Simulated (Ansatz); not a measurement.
# C3H5BrS, SMILES C=C(Br)SC: a comparison of dispersion corrections

Computed with Ansatz 0.2.0, Python API.

Interactive session:
```pycon
>>> import ansatz as az
>>> GEOMETRY = '''
... C     1.52650    0.73500    0.87090
... C     0.98230   -0.26640    0.17050
... Br    1.79690   -0.93960   -1.36950
... S    -0.48580   -1.01750    0.69950
... C    -1.64670   -0.31360   -0.49440
... H     1.06600    1.11410    1.77750
... H     2.45560    1.20100    0.56000
... H    -1.41520   -0.64900   -1.50890
... H    -2.65920   -0.64320   -0.24630
... H    -1.62050    0.77920   -0.45940
... '''
>>> system = az.Crystal.molecule()
>>> for line in GEOMETRY.strip().splitlines():
...     symbol, *xyz = line.split()
...     system = system.atom(symbol, [float(v) for v in xyz])
...
>>> base = system.calculation().basis(gaussian='def2-SVP')
>>> for name in ['r2scan', 'revpbe']:
...     for correction in ('d3bj', 'd4'):
...         rep = base.functional(name, dispersion=correction).run(threads=1, backend='cpu').report
...         print(f'{name:8s} {correction:5s} total {rep["free_energy_ev"]:.5f} eV, of which dispersion {1000 * rep["dispersion"]["energy"]["ev"]:.2f} meV')
...
DeckWarning: the engine holds no damping parameters fitted to this dispersion correction and functional, so the run takes those fitted to r2scan beside the three-body term, which d3bj leaves out (hamiltonian.dispersion, under Limitations)
r2scan   d3bj  total -84056.31745 eV, of which dispersion -77.98 meV
r2scan   d4    total -84056.30512 eV, of which dispersion -65.66 meV
revpbe   d3bj  total -84050.97917 eV, of which dispersion -682.91 meV
revpbe   d4    total -84051.10894 eV, of which dispersion -812.68 meV
```

What to keep in mind:
- Total energies depend on the basis set; only differences at equal settings carry meaning.
- Warnings are shown shortened and without file and line.
- The geometry is a force-field or estimated start, not a minimum of this method, and the basis set is short of its limit. D4 holds the three-body term, and d3bj doesn't.
- A dispersion term here runs with damping parameters fitted for another variant or functional.
- Hardware and time: 18 s on 1 thread of Arm Neoverse V2, with other jobs on the host, peak memory 0.24 GiB.
